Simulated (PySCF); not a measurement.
**ZnS: from the state search to spectroscopic constants**

What are the lowest state that PBE0 finds, the bond length, vibrational wavenumber and bond energy of ZnS, and how much do these hang on the method?

Program: PySCF 2.14.0. Level of theory: Zn 6-31G(d,p), S 6-31G(d,p), no relativity. These are calculated values, not measurements.

1 further run of the same task is left out (set aside as unsound or not needed).

## (1) Set-up

Settings of the job:

| Quantity | Value |
| --- | --- |
| atoms | Zn, S |
| charge | 0 |
| basis | Zn 6-31G(d,p), S 6-31G(d,p) |
| Hamiltonian | no relativity |
| basis functions | 52 |
| electrons treated | 46 |
| masses in u | 63.9291, 31.9721 |
| levels | PBE0, PBE, r²SCAN, BHandHLYP, PBEsol, TPSS, HF |
| grid | 80 radial by 434 angular points |
| occupations | held fixed by the projection of orbital angular momentum |
| dissociation limit | Zn + S, each in its ground configuration |
| starting distance in angstrom | 2.175 |
| values of 2S to try | 0, 2 |

Further steps of the session: First curve: PBE0; Higher solutions at PBE0; PBE; r²SCAN (meta-GGA); BHandHLYP (global hybrid GGA); PBEsol (GGA); TPSS (meta-GGA); RHF.

Before running it: what results should come out? Wanted: for each run, Re; ωe; De; μ.

As calculated:

Lowest PBE0 solution found, without spin–orbit coupling: ¹Σ⁺ (singlet), closed shell. State 2 has its PBE0 minimum 0.36 eV higher. State 3 has its PBE0 minimum 0.47 eV higher, as a spin-mixed determinant (⟨S²⟩ = 1.01), so this is no gap between pure states. The other levels ran on the lowest alone.

| level | Re (Å) | ωe (cm⁻¹) | De (eV) | μ (D) |
| --- | --- | --- | --- | --- |
| RHF | 2.080 | 445 | -0.032 | -7.58 |
| PBE | 2.029 | 477 | 2.29 | -5.18 |
| PBEsol | 2.009 | 495 | 2.59 | -5.16 |
| TPSS | 2.025 | 481 | 2.30 | -5.56 |
| r²SCAN | 2.016 | 493 | 2.26 | -5.67 |
| PBE0 | 2.028 | 482 | 1.92 | -5.93 |
| BHandHLYP | 2.049 | 464 | 1.31 | -6.21 |

De is counted to Zn + S in their ground configurations. A positive dipole means Zn(−)S(+).

In words: Bond lengths run from 2.009 Å (PBEsol) to 2.080 Å (RHF). Among the levels with a De in the table, it runs from -0.032 eV (RHF) to 2.59 eV (PBEsol).

A negative De means that the minimum lies above the separated atoms at that level.
